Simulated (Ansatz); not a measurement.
# BOF₂ radical: a ladder of functionals and wavefunction methods

One table from this session's results is given with a row withheld; the runs are named, their logs left out.

Method: functionals in def2-TZVPP, the program's frozen cores in correlated methods; program: Ansatz 0.2.0, Gaussian basis.

Plan: LDA (SPW92), PBE-D4, revPBE-D4, BLYP-D4, r2SCAN-D4, B97M-V, PBE0-D4, B3LYP-D4, r2SCANh-D4, r2SCAN0-D4, HSE06-D4, BHLYP-D4, CAM-B3LYP-D4, LC-ωPBE, ωB97X-V, ωB97M-V, B2PLYP, PBE-QIDH; CCSD(T)/def2-SVP; CCSD(T)/def2-TZVPP; CCSD(T)/def2-QZVPP; extrapolation to the limit; RPA on PBE.

## The relaxed structure

The geometry comes from an earlier relaxation with PBE0-D4 in a triple-zeta def2 set; it is a stationary point.

SMILES `[O]B(F)F`, 4 atoms, charge 0, spin multiplicity 2.

Atoms are counted from 1 here; the program's logs count them from 0.

Bond lengths: O1–B2 1.359 Å, B2–F3 1.315 Å, B2–F4 1.315 Å. Angles: O1–B2–F3 119.3°, O1–B2–F4 119.3°, F3–B2–F4 121.5°.

Coordinates:

```xyz
4
BF2O
O     0.5234    0.2260    1.2109
B     0.0069   -0.0184   -0.0216
F    -0.2598   -1.2569   -0.3728
F    -0.2150    0.9890   -0.8368
```

The first run:

in.yaml

```yaml
crystal:
  periodic: [false, false, false]
  atoms:
    - {symbol: O, position_ang: [0.523384, 0.226002, 1.210894]}
    - {symbol: B, position_ang: [0.006946, -0.018356, -0.021631]}
    - {symbol: F, position_ang: [-0.259795, -1.256921, -0.372766]}
    - {symbol: F, position_ang: [-0.215037, 0.988974, -0.836798]}
basis:
  gaussian: {orbitals: def2-TZVPP}
magnetization: {spin_polarized: true, initial_magnetization: 1}
hamiltonian: {xc: lda}
output: {orbitals: {seedname: orbitals}}
```

Launch:

```bash
> ansatz run in.yaml --threads 2 --pin off --events-out ev --progress --plain --max-ram 22528MiB --backend cpu
```

Steps of the session up to this table: LDA; PBE-D4 (GGA); revPBE-D4 (GGA); BLYP-D4 (GGA); r2SCAN-D4 (meta-GGA); B97M-V (meta-GGA); PBE0-D4 (hybrid); B3LYP-D4 (hybrid); r2SCANh-D4 (hybrid); r2SCAN0-D4 (hybrid); HSE06-D4 (hybrid); BHLYP-D4 (hybrid); CAM-B3LYP-D4 (range-separated); LC-ωPBE (range-separated); ωB97X-V (range-separated); ωB97M-V (range-separated); B2PLYP (double hybrid); PBE-QIDH (double hybrid).

One of the session's tables, all rows but one given; the rest of the session is left out.

It belongs to the step «Frontier levels by functional». 

```
  functional  HOMO (eV)  LUMO (eV)  gap (eV)
 LDA (SPW92)      -8.95      -8.11      0.85
      PBE-D4      -8.83      -7.36      1.47
   revPBE-D4      -8.75      -7.16      1.58
     BLYP-D4      -8.76      -7.36      1.40
   r2SCAN-D4      -9.30      -6.58      2.72
      B97M-V      -9.39      -6.51      2.88
     PBE0-D4          ?          ?         ?
    B3LYP-D4     -10.46      -6.12      4.35
  r2SCANh-D4     -10.00      -5.91      4.09
  r2SCAN0-D4     -11.05      -4.91      6.14
    HSE06-D4     -10.32      -5.90      4.42
    BHLYP-D4     -12.57      -3.69      8.88
CAM-B3LYP-D4     -12.33      -4.42      7.92
     LC-ωPBE     -13.76      -2.87     10.89
     ωB97X-V     -13.32      -3.19     10.13
     ωB97M-V     -13.21      -3.18     10.02
```

**Question.** Estimate the row for PBE0-D4.

As computed: HOMO (eV): -10.74; LUMO (eV): -5.49; gap (eV): 5.25. In the column «HOMO (eV)» it lies between r2SCAN0-D4 (-11.05) and B3LYP-D4 (-10.46).
